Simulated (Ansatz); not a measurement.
**PBE0/cc-pVDZ run of AlNH3OF (SMILES [NH2][Al]([OH])[F])**

What is the energy change on altering one bond length of AlNH3OF at PBE0/cc-pVDZ? 

Program for the calculation: Ansatz 0.2.0.

126 further runs of the same task are left out: 126 set aside as unsound or not needed.

## (1) Starting point

AlNH3OF: 7 atoms, total charge 0, spin state singlet. SMILES: `[NH2][Al]([OH])[F]`. The shape is that of a PBE0-D4/def2-TZVP optimisation. This is one conformer, not always the lowest.

Bond lengths: N1–Al2 1.755 Å, Al2–O3 1.685 Å, Al2–F4 1.644 Å, N1–H5 1.006 Å, N1–H6 1.006 Å, O3–H7 0.954 Å. Angles: N1–Al2–O3 124.9°, N1–Al2–F4 118.1°, O3–Al2–F4 117.0°, Al2–N1–H5 123.7°, Al2–N1–H6 125.7°, Al2–O3–H7 124.9°, H5–N1–H6 110.6°.

## (2) A single-point energy at PBE0/cc-pVDZ

Input file input.yaml:

```yaml
basis:
  gaussian:
    orbitals: cc-pVDZ
crystal:
  periodic: [false, false, false]
  atoms:
    - {symbol: "N", position_ang: [-0.569800, 0.926800, -0.530800]}
    - {symbol: Al, position_ang: [-0.133300, -0.630000, 0.151800]}
    - {symbol: O, position_ang: [1.368400, -1.004200, 0.819000]}
    - {symbol: F, position_ang: [-1.265600, -1.822100, 0.146500]}
    - {symbol: H, position_ang: [-1.473200, 1.130200, -0.925100]}
    - {symbol: H, position_ang: [0.029600, 1.732300, -0.586700]}
    - {symbol: H, position_ang: [2.105200, -0.401000, 0.879500]}
accuracy: high
hamiltonian:
  xc: pbe0
output:
  orbitals: {seedname: orbitals}
magnetization:
  spin_polarized: false
```

Launch:

```
$ ansatz run input.yaml --threads 1 --pin off --max-ram 3480MiB --events-out events.jsonl --progress --plain --runs-dir runs
```

Log:

```text
Warning: RAYON_NUM_THREADS=1 ignored (pool sized by the plan → 1); use --threads N
Functional definition: PBE0
  name "PBE0"
  parameter a = 0.25
  parameter kappa = 0.804
  parameter beta = 0.06672455060314922
  exchange = (1 - a)*pbe_x(kappa = kappa, mu = beta*pi^2/3) + a*exact_x
  correlation = pbe_c(beta = beta)
1649 factors; integrals over basis functions are off by at most 3.7e-9 eV
mean field evaluation 1: about -12883.4844 eV, gradient 7.8e1 eV
mean field evaluation 2: about -12871.2607 eV, gradient 1.1e2 eV
mean field evaluation 4: about -12894.2059 eV, gradient 4.3e0 eV
mean field evaluation 8: about -12894.3820 eV, gradient 3.0e-1 eV
mean field evaluation 16: about -12894.3822 eV, gradient 9.7e-6 eV
mean field -12894.38218591 eV, -473.8598052060 hartree, gradient 8.5e-8 eV, S^2 0.000000; 0 other end points of the search recorded, 0 dependent functions left out
reference -12894.38218891 eV, -473.8598053163 hartree; 20, 20 occupied and 55, 55 virtual orbitals, 1649 factors
Total energy: -12894.38218891 eV, -473.8598053163 hartree
```

It took 5.7 s on 1 thread of Arm Neoverse V1, shared host; peak memory 0.22 GiB.

## (3) The distorted shape, same level

Input file input.yaml:

```yaml
basis:
  gaussian:
    orbitals: cc-pVDZ
crystal:
  periodic: [false, false, false]
  atoms:
    - {symbol: N, position_ang: [-0.230108, 1.284432, -0.529210]}
    - {symbol: Al, position_ang: [0.206392, -0.272368, 0.153390]}
    - {symbol: O, position_ang: [1.708092, -0.646568, 0.820590]}
    - {symbol: F, position_ang: [-1.265600, -1.822100, 0.146500]}
    - {symbol: H, position_ang: [-1.133508, 1.487832, -0.923510]}
    - {symbol: H, position_ang: [0.369292, 2.089932, -0.585110]}
    - {symbol: H, position_ang: [2.444892, -0.043368, 0.881090]}
hamiltonian:
  xc: {name: PBE0}
accuracy: high
output:
  orbitals: {seedname: orbitals}
```

Launch:

```
$ ansatz run input.yaml --threads 1 --pin off --max-ram 3480MiB --events-out events.jsonl --progress --plain --runs-dir runs
```

Log (excerpt; [...] marks lines left out):

```text
Warning: RAYON_NUM_THREADS=1 ignored (pool sized by the plan → 1); use --threads N
[... 7 set-up lines as earlier in the session ...]
1631 factors; integrals over basis functions are off by at most 6.4e-9 eV
mean field evaluation 1: about -12881.3207 eV, gradient 7.9e1 eV
mean field evaluation 2: about -12863.1772 eV, gradient 1.3e2 eV
mean field evaluation 4: about -12892.6693 eV, gradient 6.6e0 eV
mean field evaluation 8: about -12892.8827 eV, gradient 2.0e-1 eV
mean field evaluation 16: about -12892.8828 eV, gradient 1.2e-5 eV
mean field -12892.88277127 eV, -473.8047027345 hartree, gradient 4.7e-9 eV, S^2 0.000000; 0 other end points of the search recorded, 0 dependent functions left out
reference -12892.88277430 eV, -473.8047028457 hartree; 20, 20 occupied and 55, 55 virtual orbitals, 1631 factors
Total energy: -12892.88277430 eV, -473.8047028457 hartree
```

It took 6 s on 1 thread of Arm Neoverse V1, shared host; peak memory 0.22 GiB.

## (4) Summary of results

Level: PBE0/cc-pVDZ.

| quantity | value |
| --- | --- |
| first shape: total energy | -473.85981 Eh |
| first shape: HOMO energy | -7.47 eV |
| first shape: LUMO energy | -0.09 eV |
| first shape: HOMO–LUMO gap | 7.38 eV |
| distorted shape: total energy | -473.80470 Eh |
| distorted shape: HOMO energy | -7.93 eV |
| distorted shape: LUMO energy | -1.11 eV |
| distorted shape: HOMO–LUMO gap | 6.81 eV |
| energy change with the Al2–F4 bond stretched from 1.644 to 2.137 Å | 1.499 eV |

In words: With the Al2–F4 bond stretched from 1.644 to 2.137 Å the energy rises by 1.50 eV (145 kJ/mol). The first shape isn't relaxed at this level, so the change isn't measured from a minimum.
